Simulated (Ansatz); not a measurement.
Run this with Ansatz 0.2.0 through its Python package and show what comes out.

`ch4ssesi_bend.py`:
```python
# -*- coding: utf-8 -*-
'''Energy of CH4SSeSi against one bond angle.'''

import ansatz as az
from ase import Atoms

atoms = Atoms(['S', 'C', 'Si', 'Se', 'H', 'H', 'H', 'H'], positions=[
    [0.1132, 2.4447, -0.9369],
    [-0.1334, 1.496, 0.0673],
    [0.063, -0.2841, -0.3431],
    [-0.226, -1.5246, 1.5328],
    [-0.4076, 1.7928, 1.0539],
    [1.4731, -0.5013, -0.7901],
    [-0.82, -0.6746, -1.3841],
    [0.0299, -2.8061, 0.7446],
])

# start the scan from a relaxed geometry
first = (
    az.Crystal.molecule_from_ase(atoms).calculation()
    .basis(gaussian='def2-SVP')
    .functional('r2scan')
    .relax(force_tolerance=0.02, max_steps=80)
)
atoms.positions = first.run(threads=1).report['positions_ang']

rows = []
for angle in [90, 100, 110, 120, 135, 150, 165, 179]:
    bent = atoms.copy()
    bent.set_angle(2, 3, 7, angle, indices=[7])
    calc = (
        az.Crystal.molecule_from_ase(bent).calculation()
        .basis(gaussian='def2-SVP')
        .functional('r2scan')
    )
    rows.append((angle, calc.run(threads=1).report['free_energy_ev']))
floor = min(e for _, e in rows)
for angle, e in rows:
    print(f'angle Si2-Se3-H7 = {angle:3d} deg   {1000 * (e - floor):9.1f} meV')
```

```console
$ python ch4ssesi_bend.py
angle Si2-Se3-H7 =  90 deg         0.0 meV
angle Si2-Se3-H7 = 100 deg        17.0 meV
angle Si2-Se3-H7 = 110 deg       126.0 meV
angle Si2-Se3-H7 = 120 deg       318.6 meV
angle Si2-Se3-H7 = 135 deg       735.8 meV
angle Si2-Se3-H7 = 150 deg      1243.2 meV
angle Si2-Se3-H7 = 165 deg      1719.7 meV
angle Si2-Se3-H7 = 179 deg      1973.0 meV
```

The scan is rigid, and the energies are electronic, in a modest basis. The zero is the lowest point of the grid, which needn't be the minimum. Wall time of the script: 93 s on 1 thread of Arm Neoverse V2 (shared host), peak memory 0.24 GiB.
